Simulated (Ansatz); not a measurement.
# C₄H₈Se: up Jacob's ladder to CCSD(T)

One table from this session's results is given with a row withheld; the runs are named, their logs left out.

Method: functionals in def2-TZVPP, the program's frozen cores in correlated methods; program: Ansatz 0.2.0, Gaussian basis.

The runs, in order: PBE-D4, r2SCAN-D4, PBE0-D4, B3LYP-D4, ωB97X-V, ωB97M-V, B2PLYP; CCSD(T)/def2-TZVPP; MP2/def2-QZVPP; extrapolation to the limit.

**The relaxed structure**

An earlier PBE0-D4 in a triple-zeta def2 set relaxation fixed the geometry.

13 atoms, charge 0, spin multiplicity 1.

Atoms are counted from 1 here; the program's logs count them from 0.

Bond lengths: C1–C2 1.327 Å, C1–H6 1.084 Å, C1–H7 1.083 Å, C2–Se3 1.885 Å, C2–H8 1.086 Å, Se3–C4 1.948 Å, C4–C5 1.514 Å, C4–H9 1.092 Å, C4–H10 1.092 Å, C5–H11 1.091 Å, C5–H12 1.094 Å, C5–H13 1.091 Å. Angles: C2–C1–H6 119.9°, C2–C1–H7 123.3°, H6–C1–H7 116.8°, C1–C2–Se3 129.0°, C1–C2–H8 120.4°, Se3–C2–H8 110.7°, C2–Se3–C4 100.2°, Se3–C4–C5 113.9°, Se3–C4–H9 107.1°, Se3–C4–H10 104.1°, C5–C4–H9 112.5°, C5–C4–H10 111.5°, H9–C4–H10 107.1°, C4–C5–H11 110.9°, C4–C5–H12 110.4°, C4–C5–H13 111.5°, H11–C5–H12 108.1°, H11–C5–H13 107.7° and more.

The first run:

File in.yaml:

```yaml
crystal:
  periodic: [false, false, false]
  atoms:
    - {symbol: C, position_ang: [-0.634876, -1.856412, -0.290546]}
    - {symbol: C, position_ang: [0.653593, -1.686256, -0.559291]}
    - {symbol: Se, position_ang: [1.607953, -0.082272, -0.820030]}
    - {symbol: C, position_ang: [0.200764, 1.218473, -0.471359]}
    - {symbol: C, position_ang: [-0.106644, 1.409582, 0.999049]}
    - {symbol: H, position_ang: [-1.037297, -2.856827, -0.181465]}
    - {symbol: H, position_ang: [-1.330715, -1.034856, -0.173168]}
    - {symbol: H, position_ang: [1.310310, -2.544642, -0.664744]}
    - {symbol: H, position_ang: [-0.674476, 0.906470, -1.044299]}
    - {symbol: H, position_ang: [0.571635, 2.138938, -0.925995]}
    - {symbol: H, position_ang: [0.768480, 1.780609, 1.534798]}
    - {symbol: H, position_ang: [-0.917195, 2.133615, 1.127672]}
    - {symbol: H, position_ang: [-0.411543, 0.473569, 1.469369]}
basis:
  gaussian: {orbitals: def2-TZVPP}
hamiltonian: {xc: pbe, dispersion: d4}
output: {forces: true, orbitals: {seedname: orbitals}}
```

On the command line:

```
$ ansatz run in.yaml --threads 2 --pin off --events-out ev --progress --plain --max-ram 20480MiB --backend cuda --devices 0, --max-vram 18GiB
```

Steps of the session up to this table: PBE-D4 (GGA); r2SCAN-D4 (meta-GGA); PBE0-D4 (hybrid); B3LYP-D4 (hybrid); ωB97X-V (range-separated); ωB97M-V (range-separated); B2PLYP (double hybrid); CCSD(T) in def2-TZVPP; MP2 in def2-QZVPP.

One of the session's tables, all rows but one given; the rest of the session is left out.

```
            method  atomisation energy (kJ/mol)
            PBE-D4                       5116.3
         r2SCAN-D4                       5017.8
           PBE0-D4                            ?
          B3LYP-D4                       5006.4
           ωB97X-V                       4998.8
           ωB97M-V                       5000.3
            B2PLYP                       4951.3
     HF/def2-TZVPP                       3688.4
    MP2/def2-TZVPP                       4948.8
   CCSD/def2-TZVPP                       4815.4
CCSD(T)/def2-TZVPP                       4890.2
           MP2/CBS                       5061.7
       CCSD(T)/CBS                       5003.1
```

**Question.** Estimate the row for PBE0-D4.

**Answer.** atomisation energy (kJ/mol): 5038.0. In the column «atomisation energy (kJ/mol)» it lies between r2SCAN-D4 (5017.8) and MP2/CBS (5061.7).
